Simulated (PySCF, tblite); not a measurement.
**C₈H₉F₃: geometry, infrared bands, NMR shifts, spin-spin couplings and electronic excitations**

What infrared bands, NMR shifts, spin-spin couplings and electronic excitations should C₈H₉F₃ (`FC(F)(F)C1=C[C@@H]2CC[C@H]1C2`) show?

Programs: tblite 0.8.0 and PySCF 2.14.0, with density-fitted response routines of our own. Each step states its level of theory. These are calculated values for one molecule in the gas phase, unless marked as measured. Atoms are numbered from 0 throughout.

### 1 The starting structure

20 atoms, charge 0, multiplicity 1; geometry from: force field or distance geometry start.

Bonds of the start (Å): F0–C1 1.37, C1–F2 1.40, C1–F3 1.39, C1–C4 1.49, C4–C5 1.33, C5–C6 1.50, C6–C7 1.50, C7–C8 1.52, C8–C9 1.50, C9–C10 1.52, C9–C4 1.50, C10–C6 1.51, C5–H11 1.10, C6–H12 1.08, C7–H13 1.10, C7–H14 1.11, C8–H15 1.11, C8–H16 1.09, C9–H17 1.09, C10–H18 1.10, C10–H19 1.09.

### 2 Relaxing the molecule with GFN2-xTB

The job: settings as JSON, then the geometry in Å.

```
{"job": {"kind": "relax", "xc": "GFN2-xTB", "basis": "xTB"}, "charge": 0, "multiplicity": 1}
F      3.174700     0.623500    -0.496800
C      2.430600    -0.156800     0.344300
F      2.840800    -0.085200     1.679000
F      2.605200    -1.482100    -0.024100
C      0.986800     0.185600     0.278500
C      0.213100     0.622400     1.265400
C     -1.170700     0.635100     0.689900
C     -1.476200    -0.801400     0.389500
C     -0.791400    -1.063400    -0.940400
C      0.162900     0.093900    -0.977400
C     -0.842300     1.196300    -0.677000
H      0.509900     0.909400     2.281500
H     -1.895300     1.181000     1.277700
H     -2.547400    -1.040700     0.378200
H     -0.969000    -1.464900     1.122000
H     -1.562400    -0.855800    -1.704600
H     -0.333800    -2.055000    -1.001400
H      0.719800     0.222200    -1.901900
H     -0.359400     2.184600    -0.632200
H     -1.701000     1.162000    -1.353400
```

Started as:

```
OMP_NUM_THREADS=2 python probes_run.py task.json out
```

One launch serves the whole session: the jobs run in the order shown.

**Question.** This job is followed by: GFN2-xTB harmonic vibrations, gas phase; PBE0-D3(BJ)/def2-SVP geometry optimisation, gas phase; GIAO PBE0/pcSseg-1 NMR shielding, non-relativistic, gas phase; B3LYP/pcJ-1 indirect spin-spin coupling, non-relativistic, gas phase; TDDFT CAM-B3LYP/def2-SVPD, vertical, gas phase, core orbitals frozen in the response; GIAO mPW1PW91/pcSseg-2 NMR shielding, non-relativistic, gas phase. Predict these results of the whole session: strongest single infrared mode (GFN2-xTB); zero-point energy (GFN2-xTB); point group; rotational constants (main isotopes); 13C shifts against TMS (PBE0/pcSseg-1); 1H shifts against TMS (PBE0/pcSseg-1); 19F shifts against CFCl3 (PBE0/pcSseg-1, means over atoms taken as alike); surface potential, 1st and 99th percentile; largest coupling of the table (B3LYP/pcJ-1); lowest singlet (CAM-B3LYP/def2-SVPD); lowest triplet; range of the shift of C4.

As calculated:

| quantity | value |
| --- | --- |
| strongest single infrared mode (GFN2-xTB) | 1017 cm⁻¹, 299 km/mol |
| zero-point energy (GFN2-xTB) | 96.8 kcal/mol |
| point group | C1 |
| rotational constants (main isotopes) | 2.22, 0.81, 0.78 GHz |
| 13C shifts against TMS (PBE0/pcSseg-1) | 147.7, 147.4, 128.1, 51.7, 45.5, 44.0, 27.3, 27.1 ppm |
| 1H shifts against TMS (PBE0/pcSseg-1) | 6.66, 2.86, 2.77, 1.73, 1.68, 1.41, 1.19, 1.08, 1.03 ppm |
| 19F shifts against CFCl3 (PBE0/pcSseg-1, means over atoms taken as alike) | -82.4 ppm |
| surface potential, 1st and 99th percentile | -0.72 V and 0.89 V |
| largest coupling of the table (B3LYP/pcJ-1) | 1J(F,C) F0–C1, -330.9 Hz |
| lowest singlet (CAM-B3LYP/def2-SVPD) | 6.52 eV (190 nm), f = 0.156 |
| lowest triplet | 3.99 eV |
| range of the shift of C4 | 147.4 to 152.6 ppm |

In words: Over 55 steps the energy fell by 0.647 eV; of the close pairs, C1–F2 changed most, 1.398 to 1.342 Å (GFN2-xTB). No mode is imaginary among the 54: a minimum at this level. The strongest single mode, at 1017 cm⁻¹, moves mainly C1. Unscaled tight-binding wavenumbers are off by several per cent, some by more. Its intensities can rank the bands wrongly. Relaxing lowered the energy by 0.114 eV in 8 steps; the close pair that moved most is C7–C8, from 1.511 to 1.548 Å (PBE0/def2-SVP). No frequency check was run at this level, so the end point may be a saddle. The most deshielded hydrogen is H11 (hydrogen on an alkene CH), at 6.66 ppm: attached to an sp2 carbon and in the plane of the double bond. At PBE0/pcSseg-1: Shielding is most anisotropic at C5 (span 225 ppm, paramagnetic term -214 ppm). By nearest atom (PBE0/pcSseg-1), the HOMO sits on C4, C5 about 32 % each and the LUMO on C4, C5 about 31 % each; H11 9 %. Of the pairs tabulated at B3LYP/pcJ-1, F0–C1 (mean over like pairs) couples most strongly (-330.9 Hz; Fermi contact -307.5 Hz). Couplings across rotatable bonds belong to this one conformer; where others are populated, the observed values are averages. Density functionals describe couplings to fluorine poorly, F–F couplings above all, so those rows are rough. In ppm, C4 moves most: its shift spreads over 5.2 ppm, from 147.4 (PBE0/pcSseg-1) to 152.6 (mPW1PW91/pcSseg-2).
